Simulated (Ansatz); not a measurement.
# Si₃Ge₃H₁₂: how energies converge with the basis set

The task here is to estimate one member of a computed series from the others.

Method: one geometry, several basis sets; program: Ansatz 0.2.0, Gaussian basis.

The runs, in order: PBE0-D4/def2-SVP; ωB97M-V/def2-SVP; PBE0-D4/def2-QZVPP; ωB97M-V/def2-QZVPP; the functionals' def2-TZVPP values are taken from earlier runs.

### Structure used throughout

All runs share one geometry, relaxed beforehand with PBE0-D4 in a triple-zeta def2 set.

SMILES `[SiH2]1[SiH2][GeH2][GeH2][GeH2][SiH2]1`, 18 atoms, charge 0, spin multiplicity 1.

Atoms are counted from 1 here; the program's logs count them from 0.

Bond lengths: Si1–Si2 2.343 Å, Si1–Si6 2.338 Å, Si1–H7 1.491 Å, Si1–H8 1.490 Å, Si2–Ge3 2.388 Å, Si2–H9 1.490 Å, Si2–H10 1.490 Å, Ge3–Ge4 2.426 Å, Ge3–H11 1.540 Å, Ge3–H12 1.542 Å, Ge4–Ge5 2.433 Å, Ge4–H13 1.541 Å, Ge4–H14 1.540 Å, Ge5–Si6 2.386 Å, Ge5–H15 1.541 Å, Ge5–H16 1.541 Å, Si6–H17 1.489 Å, Si6–H18 1.490 Å. Angles: Si2–Si1–Si6 108.6°, Si2–Si1–H7 108.8°, Si2–Si1–H8 110.6°, Si6–Si1–H7 108.2°, Si6–Si1–H8 112.3°, H7–Si1–H8 108.2°, Si1–Si2–Ge3 110.2°, Si1–Si2–H9 109.4°, Si1–Si2–H10 110.1°, Ge3–Si2–H9 109.5°, Ge3–Si2–H10 109.4°, H9–Si2–H10 108.3°, Si2–Ge3–Ge4 109.0°, Si2–Ge3–H11 111.0°, Si2–Ge3–H12 109.1°, Ge4–Ge3–H11 111.8°, Ge4–Ge3–H12 107.9°, H11–Ge3–H12 107.9° and more.

The first run:

Contents of in.yaml:

```yaml
crystal:
  periodic: [false, false, false]
  atoms:
    - {symbol: Si, position_ang: [0.649825, 1.975878, 0.562344]}
    - {symbol: Si, position_ang: [2.186059, 0.226580, 0.823718]}
    - {symbol: Ge, position_ang: [1.232522, -1.827036, 0.066129]}
    - {symbol: Ge, position_ang: [-0.338852, -1.357927, -1.721634]}
    - {symbol: Ge, position_ang: [-2.224909, -0.150199, -0.771439]}
    - {symbol: Si, position_ang: [-1.487113, 1.175448, 1.070546]}
    - {symbol: H, position_ang: [0.656348, 2.412068, -0.863447]}
    - {symbol: H, position_ang: [1.033337, 3.141570, 1.407241]}
    - {symbol: H, position_ang: [2.554387, 0.103876, 2.261929]}
    - {symbol: H, position_ang: [3.424342, 0.512232, 0.046453]}
    - {symbol: H, position_ang: [2.328615, -2.812924, -0.379515]}
    - {symbol: H, position_ang: [0.451657, -2.478926, 1.224549]}
    - {symbol: H, position_ang: [0.352317, -0.468926, -2.773602]}
    - {symbol: H, position_ang: [-0.809475, -2.646497, -2.420997]}
    - {symbol: H, position_ang: [-2.851267, 0.759508, -1.845605]}
    - {symbol: H, position_ang: [-3.298957, -1.155247, -0.313612]}
    - {symbol: H, position_ang: [-2.452294, 2.276281, 1.343050]}
    - {symbol: H, position_ang: [-1.406534, 0.314229, 2.283881]}
basis:
  gaussian: {orbitals: def2-SVP}
hamiltonian: {xc: pbe0, dispersion: d4}
output: {orbitals: {seedname: orbitals}}
```

Among the steps run: PBE0-D4 in def2-SVP; ωB97M-V in def2-SVP; PBE0-D4 in def2-QZVPP; ωB97M-V in def2-QZVPP.

One table of the session follows, with a row left open; its other results are not shown here.

It belongs to the step «Functionals by basis». 

```
functional       basis  HOMO (eV)
   PBE0-D4    def2-SVP          ?
   PBE0-D4  def2-TZVPP      -7.55
   PBE0-D4  def2-QZVPP      -7.55
   ωB97M-V    def2-SVP      -9.47
   ωB97M-V  def2-TZVPP      -9.47
   ωB97M-V  def2-QZVPP      -9.46
```

**Question.** Estimate the row for PBE0-D4, def2-SVP.

The run gave: HOMO (eV): -7.59. In the column «HOMO (eV)» it lies between ωB97M-V, def2-QZVPP (-9.46) and PBE0-D4, def2-TZVPP (-7.55).
